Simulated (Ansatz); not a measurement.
# In2H6O2: small, medium and large basis sets

The task here is to estimate one member of a computed series from the others.

Computed with Ansatz 0.2.0, Gaussian basis. Level: one geometry, several basis sets.

Levels to be run: PBE0-D4/def2-SVP; ωB97M-V/def2-SVP; PBE0-D4/def2-QZVPP; ωB97M-V/def2-QZVPP; the functionals' def2-TZVPP values are taken from earlier runs.

## The relaxed structure

The geometry comes from an earlier relaxation with PBE0-D4 in a triple-zeta def2 set; it is a stationary point, not always the lowest conformer. In takes the def2 core potential; no spin-orbit term is included.

SMILES `[OH+]1[InH2-][OH+][InH2-]1`, 10 atoms, charge 0, spin multiplicity 1.

Atoms are counted from 1 here; the program's logs count them from 0.

Bond lengths: O1–In2 2.165 Å, O1–In4 2.165 Å, O1–H5 0.960 Å, In2–O3 2.165 Å, In2–H6 1.712 Å, In2–H7 1.712 Å, O3–In4 2.165 Å, O3–H8 0.960 Å, In4–H9 1.712 Å, In4–H10 1.712 Å. Angles: In2–O1–In4 101.0°, In2–O1–H5 114.6°, In4–O1–H5 114.5°, O1–In2–O3 79.0°, O1–In2–H6 105.1°, O1–In2–H7 109.0°, O3–In2–H6 109.0°, O3–In2–H7 105.1°, H6–In2–H7 135.3°, In2–O3–In4 101.0°, In2–O3–H8 114.6°, In4–O3–H8 114.6°, O1–In4–O3 79.0°, O1–In4–H9 109.0°, O1–In4–H10 105.1°, O3–In4–H9 105.1°, O3–In4–H10 109.0°, H9–In4–H10 135.3°.

The first run:

in.yaml reads:

```yaml
crystal:
  periodic: [false, false, false]
  atoms:
    - {symbol: O, position_ang: [-0.710376, 0.825881, -0.843139]}
    - {symbol: In, position_ang: [1.091686, -0.311275, -1.224916]}
    - {symbol: O, position_ang: [0.711665, -0.823909, 0.843745]}
    - {symbol: In, position_ang: [-1.092549, 0.310342, 1.224368]}
    - {symbol: H, position_ang: [-0.631013, 1.767238, -1.011160]}
    - {symbol: H, position_ang: [2.347349, 0.850431, -1.290049]}
    - {symbol: H, position_ang: [0.685822, -1.715851, -2.115322]}
    - {symbol: H, position_ang: [0.634948, -1.765049, 1.014162]}
    - {symbol: H, position_ang: [-2.347084, -0.852742, 1.285769]}
    - {symbol: H, position_ang: [-0.690457, 1.714923, 2.116532]}
basis:
  gaussian: {orbitals: def2-SVP}
hamiltonian: {xc: pbe0, dispersion: d4}
output: {orbitals: {seedname: orbitals}}
```

Started as:

```console
$ ansatz run in.yaml --threads 4 --pin off --events-out ev --progress --plain --max-ram 10444MiB
```

Among the steps run: PBE0-D4 in def2-SVP; ωB97M-V in def2-SVP; PBE0-D4 in def2-QZVPP; ωB97M-V in def2-QZVPP.

One of the session's tables, all rows but one given; the rest of the session is left out.

```
functional       basis  HOMO (eV)
   PBE0-D4    def2-SVP          ?
   PBE0-D4  def2-TZVPP      -7.88
   PBE0-D4  def2-QZVPP      -7.90
   ωB97M-V    def2-SVP      -9.96
   ωB97M-V  def2-TZVPP     -10.11
   ωB97M-V  def2-QZVPP     -10.13
```

**Question.** Estimate the row for PBE0-D4, def2-SVP.

**Answer.** HOMO (eV): -7.77. In the column «HOMO (eV)» it is the highest.
